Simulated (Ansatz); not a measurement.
**CH5GaO (SMILES C[O][GaH2]): B3LYP/6-31G(d) (spherical functions)**

What is the electronic atomisation energy of CH5GaO at B3LYP/6-31G* (spherical functions)? 

The results are computed with Ansatz 0.2.0.

56 further runs of the same task are left out: 56 set aside as unsound or not needed.

### 1 The system as given

The species is CH5GaO (8 atoms), meant as a singlet with charge 0. As SMILES, `C[O][GaH2]`. The shape is that of a PBE0-D4/def2-TZVP optimisation.

Bond lengths: C1–O2 1.402 Å, O2–Ga3 1.782 Å, C1–H4 1.096 Å, C1–H5 1.099 Å, C1–H6 1.096 Å, Ga3–H7 1.565 Å, Ga3–H8 1.555 Å. Angles: C1–O2–Ga3 123.8°, O2–C1–H4 110.0°, O2–C1–H5 113.2°, O2–C1–H6 110.0°, O2–Ga3–H7 115.8°, O2–Ga3–H8 113.9°, H4–C1–H5 107.8°, H4–C1–H6 107.8°, H5–C1–H6 107.8°, H7–Ga3–H8 130.3°.

### 2 A single-point energy at B3LYP/6-31G(d) (spherical functions)

run.yaml

```yaml
crystal:
  periodic: [false, false, false]
  atoms:
    - symbol: C
      position_ang: [-0.616800, 0.972600, -0.422900]
    - symbol: O
      position_ang: [-0.705300, -0.273500, 0.213500]
    - symbol: Ga
      position_ang: [0.703200, -1.302000, 0.579300]
    - symbol: H
      position_ang: [-1.200200, 0.962000, -1.350600]
    - symbol: H
      position_ang: [0.414200, 1.256200, -0.676600]
    - symbol: H
      position_ang: [-1.030600, 1.754200, 0.224300]
    - symbol: H
      position_ang: [2.093900, -0.732800, 0.142900]
    - symbol: H
      position_ang: [0.341700, -2.636700, 1.290100]
basis:
  gaussian:
    orbitals: 6-31G_st_-spherical.json
hamiltonian:
  xc: {name: B3LYP}
accuracy: high
output:
  orbitals: {seedname: orbitals}
```

The basis set 6-31G* is read from a file made from the Basis Set Exchange's data (not shown).

The run is started by

```
$ ansatz run run.yaml --threads 1 --pin off --max-ram 3480MiB --events-out events.jsonl --progress --plain --runs-dir runs
```

The program printed:

```text
Warning: RAYON_NUM_THREADS=1 ignored (pool sized by the plan → 1); use --threads N
Functional definition: B3LYP
  name "B3LYP"
  parameter a0 = 0.2
  parameter ax = 0.72
  parameter ac = 0.81
  exchange = (1 - a0 - ax)*slater_x + ax*b88_x + a0*exact_x
  correlation = (1 - ac)*vwn_rpa_c + ac*lyp_c
1564 factors; integrals over basis functions are off by at most 8.4e-9 eV
mean field evaluation 1: about -55531.3072 eV, gradient 5.5e1 eV
mean field evaluation 2: about -55491.4165 eV, gradient 1.4e2 eV
mean field evaluation 4: about -55536.9183 eV, gradient 8.6e0 eV
mean field evaluation 8: about -55537.1707 eV, gradient 3.1e-1 eV
mean field evaluation 16: about -55537.1709 eV, gradient 1.1e-5 eV
mean field -55537.17087170 eV, -2040.9533850883 hartree, gradient 4.2e-8 eV, S^2 0.000000; 0 other end points of the search recorded, 0 dependent functions left out
reference -55537.17091180 eV, -2040.9533865620 hartree; 25, 25 occupied and 45, 45 virtual orbitals, 1564 factors
Total energy: -55537.17091180 eV, -2040.9533865620 hartree
```

Run time: 6.6 s. Hardware: 1 thread of Arm Neoverse V1, shared host; peak memory 0.22 GiB.

### 3 The C atom at the same level

run.yaml

```yaml
crystal:
  periodic: [false, false, false]
  atoms:
    - {symbol: C, position_ang: [0.000000, 0.000000, 0.000000]}
basis:
  gaussian:
    orbitals: 6-31G_st_-spherical.json
magnetization:
  spin_polarized: true
  initial_magnetization: 2
hamiltonian:
  xc: {name: B3LYP}
accuracy: high
```

The basis set 6-31G* is read from a file made from the Basis Set Exchange's data (not shown).

Run the same way, it converges to -37.84469 Eh (log not shown).

### 4 The Ga atom

in.yaml

```yaml
crystal:
  periodic: [false, false, false]
  atoms:
    - symbol: Ga
      position_ang: [0.000000, 0.000000, 0.000000]
basis:
  gaussian:
    orbitals: 6-31G_st_-spherical.json
magnetization:
  spin_polarized: true
  initial_magnetization: 1
hamiltonian:
  xc: {name: B3LYP}
accuracy: high
```

The basis set 6-31G* is read from a file made from the Basis Set Exchange's data (not shown).

Run the same way, it converges to -1924.58741 Eh (log not shown).

### 5 The H atom, same level

job.yaml

```yaml
crystal:
  periodic: [false, false, false]
  atoms:
    - {symbol: H, position_ang: [0.000000, 0.000000, 0.000000]}
basis:
  gaussian:
    orbitals: "6-31G*"
magnetization:
  spin_polarized: true
  initial_magnetization: 1
hamiltonian:
  xc: {name: B3LYP}
accuracy: high
```

Run the same way, it converges to -0.50027 Eh (log not shown).

### 6 The O atom at the same level

molecule.yaml

```yaml
crystal:
  periodic: [false, false, false]
  atoms:
    - {symbol: O, position_ang: [0.000000, 0.000000, 0.000000]}
basis:
  gaussian: {orbitals: 6-31G_st_-spherical.json}
total_charge: 0
magnetization: {spin_polarized: true, initial_magnetization: 2}
hamiltonian: {xc: {name: B3LYP}}
accuracy: high
```

The basis set 6-31G* is read from a file made from the Basis Set Exchange's data (not shown).

The run is started by

```
$ ansatz run molecule.yaml --threads 1 --pin off --max-ram 3480MiB --events-out events.jsonl --progress --plain --runs-dir runs
```

The program printed, cut to the lines that bear on the results:

```text
Warning: RAYON_NUM_THREADS=1 ignored (pool sized by the plan → 1); use --threads N
[... 7 set-up lines as earlier in the session ...]
96 factors; integrals over basis functions are off by at most 1.3e-9 eV
mean field evaluation 1: about -2042.3583 eV, gradient 5.4e0 eV
mean field evaluation 2: about -2042.4299 eV, gradient 3.3e0 eV
mean field evaluation 4: about -2042.4706 eV, gradient 1.8e-2 eV
mean field evaluation 8: about -2042.4704 eV, gradient 1.5e-4 eV
mean field -2042.47041935 eV, -75.0594034748 hartree, gradient 7.8e-10 eV, S^2 2.002219; 0 other end points of the search recorded, 0 dependent functions left out
reference -2042.47043006 eV, -75.0594038687 hartree; 5, 3 occupied and 9, 11 virtual orbitals, 96 factors
Total energy: -2042.47043006 eV, -75.0594038687 hartree
```

Wall time 0.32 s (1 thread of Arm Neoverse V1, shared host).

### 7 Outcome

At B3LYP/6-31G* (spherical functions):

| quantity | value |
| --- | --- |
| molecule: total energy | -2040.95339 Eh |
| molecule: HOMO energy | -7.46 eV |
| molecule: LUMO energy | -1.40 eV |
| molecule: HOMO–LUMO gap | 6.06 eV |
| C atom: total energy | -37.84469 Eh |
| C atom: ⟨S²⟩ | 2.002 |
| Ga atom: total energy | -1924.58741 Eh |
| Ga atom: ⟨S²⟩ | 0.752 |
| H atom: total energy | -0.50027 Eh |
| H atom: ⟨S²⟩ | 0.750 |
| O atom: total energy | -75.05940 Eh |
| O atom: ⟨S²⟩ | 2.002 |
| electronic atomisation energy | 26.137 eV |

**Reading.** Taking the molecule apart into free atoms costs 26.14 eV (2522 kJ/mol), before zero-point energy and without spin-orbit coupling.
